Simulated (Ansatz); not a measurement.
Runs of Ansatz 0.2.0 on LiY3. The structure is tetragonal, space group I4/mmm (No. 139). The conventional cell has a = 4.734 Å, b = 4.734 Å, c = 10.653 Å, α = 90.00°, β = 90.00°, γ = 90.00°. Y (site symmetry 4/mmm) has 4 Li at 3.35 Å and 8 Y at 3.56 Å as nearest neighbours. Around Y (site symmetry -4m2) lie 8 Y at 3.35 to 3.56 Å and 4 Li at 3.56 Å. Around Li (site symmetry 4/mmm) lie 12 Y at 3.35 to 3.56 Å. The cell comes from a database or a generator and needn't be the stable form of this composition.

```csv
task,level,spin,U,hubbard projectors,double counting,points for each segment of the path,gap on the mesh (eV),pressure (GPa)
single point,PBE+U,off,Y d U = 8 eV,ortho-atomic (the default),fll (the default),-,none,(a)
single point,PBE+U,off,Y d U = 5 eV,ortho-atomic (the default),fll (the default),-,none,7.5
single point,PBE,off,-,-,-,-,none,(c)
single point,PBE+U,off,Y d U = 2 eV,ortho-atomic (the default),fll (the default),-,none,2.7
single point,PBE+U,off,Y d U = 3 eV,ortho-atomic (the default),fll (the default),-,none,4.2
single point,PBE+U,off,Y d U = 4 eV,ortho-atomic (the default),fll (the default),-,none,5.8
band structure,PBEsol,"SOC, no magnetisation",-,-,-,14,none,-1.5
single point,PBE+U,off,Y d U = 6 eV,ortho-atomic (the default),fll (the default),-,none,(b)
```

Alike in all rows: potentials or basis Ansatz PAW; cell as given; k mesh 6 × 6 × 6; cutoff (eV) 420; smearing fermi-dirac 0.05 eV.

Q: Fill in the values left out.

A: (a) 12.9; (b) 9.2; (c) 0.0.

Caveats: U without spin polarisation on a metal has little footing (some runs); the U is typed as a test and isn't derived for this compound (some runs); the PAW data sets come from PBE, with cores solved anew for the run's functional, which leaves a small shift of forces and pressure (some runs).

A k mesh can miss the band edges, and rows without SOC leave out spin-orbit coupling on Y.

A gap of «none» marks a metal or a gap under the smearing width.
